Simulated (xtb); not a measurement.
**GFN1-xTB run of CH5SiTe (SMILES C[SiH2][Te])**

Wanted: an optimisation with harmonic vibrations of CH5SiTe. 

The results are computed with xtb 6.7.1.

12 further runs of the same task are left out: 12 set aside as unsound or not needed.

## (1) The system as given

The species is CH5SiTe (8 atoms), meant as a doublet with charge 0. As SMILES, `C[SiH2][Te]`. The shape is that of a PBE0-D4/def2-TZVP optimisation. The run starts from this shape.

Bond lengths: C1–Si2 1.867 Å, Si2–Te3 2.491 Å, C1–H4 1.094 Å, C1–H5 1.092 Å, C1–H6 1.092 Å, Si2–H7 1.488 Å, Si2–H8 1.489 Å. Some angles: C1–Si2–Te3 113.6°, C1–Si2–H7 110.6°, C1–Si2–H8 110.9°, Te3–Si2–H7 107.4°, Te3–Si2–H8 105.3°, Si2–C1–H4 110.3°, Si2–C1–H5 110.6°, Si2–C1–H6 110.6°, H7–Si2–H8 108.7°, H4–C1–H5 108.4°.

## (2) An optimisation with harmonic vibrations at GFN1-xTB

struc.xyz reads:

```xyz
8

C     -0.67610     0.77440    -0.16620
Si     0.49880    -0.67360    -0.06990
Te     1.75700    -0.79850     2.07680
H     -1.20450     0.77110    -1.12380
H     -0.13310     1.71720    -0.07460
H     -1.41230     0.72600     0.63830
H      1.50040    -0.61050    -1.16820
H     -0.23830    -1.96330    -0.16810
```

Started as:

```bash
$ xtb struc.xyz -u 1 --ohess vtight --gfn 1 > run.log 2> xtb.err
```

Q: Predict the results. Wanted: total energy at the end; dipole moment; HOMO energy; LUMO energy; dispersion energy; lowest harmonic wavenumber; highest harmonic wavenumber; zero-point energy.

Computed results:

Level: GFN1-xTB.

```
                   quantity         value
    total energy at the end  -10.43257 Eh
              dipole moment        0.88 D
HOMO energy (partly filled)     -10.53 eV
                LUMO energy      -4.92 eV
          dispersion energy  -7.12 kJ/mol
 lowest harmonic wavenumber      124 cm⁻¹
highest harmonic wavenumber     2990 cm⁻¹
          zero-point energy  136.5 kJ/mol
```

What this shows: At the final geometry: Bond lengths: C1–Si2 1.911 Å, Si2–Te3 2.428 Å, C1–H4 1.096 Å, C1–H5 1.097 Å, C1–H6 1.097 Å, Si2–H7 1.456 Å, Si2–H8 1.456 Å. Some angles: C1–Si2–Te3 110.9°, C1–Si2–H7 106.9°, C1–Si2–H8 106.9°, Te3–Si2–H7 113.1°, Te3–Si2–H8 113.1°, Si2–C1–H4 112.7°, Si2–C1–H5 112.7°, Si2–C1–H6 112.7°, H7–Si2–H8 105.4°, H4–C1–H5 106.2°. All 18 modes are real, so the shape is a minimum at this level. Mulliken charges run from -0.19 on C1 to +0.17 on Si2.
